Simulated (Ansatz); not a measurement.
# CH3BOS: a ladder of functionals and wavefunction methods

The task here is to estimate one member of a computed series from the others.

Program: Ansatz 0.2.0, Gaussian basis. Level of theory: functionals in def2-TZVPP, the program's frozen cores in correlated methods. These are calculated values, not measurements.

Levels to be run: LDA (SPW92), PBE-D4, revPBE-D4, BLYP-D4, r2SCAN-D4, B97M-V, PBE0-D4, B3LYP-D4, r2SCANh-D4, r2SCAN0-D4, HSE06-D4, BHLYP-D4, CAM-B3LYP-D4, LC-ωPBE, ωB97X-V, ωB97M-V, B2PLYP, PBE-QIDH; CCSD(T)/def2-SVP; CCSD(T)/def2-TZVPP; MP2/def2-QZVPP; extrapolation to the limit; RPA on PBE.

**The geometry**

The geometry comes from an earlier relaxation with PBE0-D4 in a triple-zeta def2 set; it is a stationary point, not always the lowest conformer.

SMILES `OBC=S`, 7 atoms, charge 0, spin multiplicity 1.

Atoms are counted from 1 here; the program's logs count them from 0.

Bond lengths: O1–B2 1.350 Å, O1–H5 0.961 Å, B2–C3 1.568 Å, B2–H6 1.198 Å, C3–S4 1.614 Å, C3–H7 1.094 Å. Angles: B2–O1–H5 113.6°, O1–B2–C3 116.9°, O1–B2–H6 121.9°, C3–B2–H6 121.3°, B2–C3–S4 122.4°, B2–C3–H7 118.8°, S4–C3–H7 118.9°.

Geometry (Å):

```xyz
7
CH3BOS
O    -1.38083    0.34685    0.50356
B    -0.15208    0.45012   -0.04712
C     0.71109   -0.85813   -0.10450
S     2.19549   -0.88612   -0.73634
H    -1.86796    1.17480    0.51415
H     0.26443    1.48923   -0.47356
H     0.29107   -1.78475    0.29811
```

The first run:

in.yaml reads:

```yaml
crystal:
  periodic: [false, false, false]
  atoms:
    - {symbol: O, position_ang: [-1.380827, 0.346849, 0.503559]}
    - {symbol: B, position_ang: [-0.152085, 0.450125, -0.047117]}
    - {symbol: C, position_ang: [0.711087, -0.858135, -0.104497]}
    - {symbol: S, position_ang: [2.195486, -0.886120, -0.736343]}
    - {symbol: H, position_ang: [-1.867958, 1.174795, 0.514149]}
    - {symbol: H, position_ang: [0.264427, 1.489232, -0.473555]}
    - {symbol: H, position_ang: [0.291069, -1.784747, 0.298105]}
basis:
  gaussian: {orbitals: def2-TZVPP}
hamiltonian: {xc: lda}
output: {orbitals: {seedname: orbitals}}
```

Command:

```sh
> ansatz run in.yaml --threads 2 --pin off --events-out ev --progress --plain --max-ram 4352MiB
```

Steps of the session up to this table: LDA; PBE-D4 (GGA); revPBE-D4 (GGA); BLYP-D4 (GGA); r2SCAN-D4 (meta-GGA); B97M-V (meta-GGA); PBE0-D4 (hybrid); B3LYP-D4 (hybrid); r2SCANh-D4 (hybrid); r2SCAN0-D4 (hybrid); HSE06-D4 (hybrid); BHLYP-D4 (hybrid); CAM-B3LYP-D4 (range-separated); LC-ωPBE (range-separated); ωB97X-V (range-separated); ωB97M-V (range-separated); B2PLYP (double hybrid); PBE-QIDH (double hybrid).

One table of the session follows, with a row left open; its other results are not shown here.

It belongs to the step «Orbital energies across the functionals». 

```
  functional  HOMO (eV)  LUMO (eV)  gap (eV)
 LDA (SPW92)      -5.30      -4.17      1.14
      PBE-D4      -5.19      -3.95      1.24
   revPBE-D4      -5.14      -3.87      1.27
     BLYP-D4      -5.04      -3.78      1.27
   r2SCAN-D4      -5.41      -3.89      1.52
      B97M-V      -5.50      -3.82      1.68
     PBE0-D4      -6.45      -3.05      3.40
    B3LYP-D4      -6.22      -3.22      2.99
  r2SCANh-D4      -5.88      -3.54      2.34
  r2SCAN0-D4      -6.59      -3.02      3.57
    HSE06-D4      -6.05      -3.43      2.62
    BHLYP-D4      -7.58      -1.98      5.60
CAM-B3LYP-D4      -7.80      -1.87      5.94
     LC-ωPBE          ?          ?         ?
     ωB97X-V      -8.83      -0.81      8.02
     ωB97M-V      -8.66      -0.86      7.80
```

**Question.** Estimate the row for LC-ωPBE.

**Answer.** HOMO (eV): -9.20; LUMO (eV): -0.76; gap (eV): 8.44. In the column «HOMO (eV)» it is the lowest.
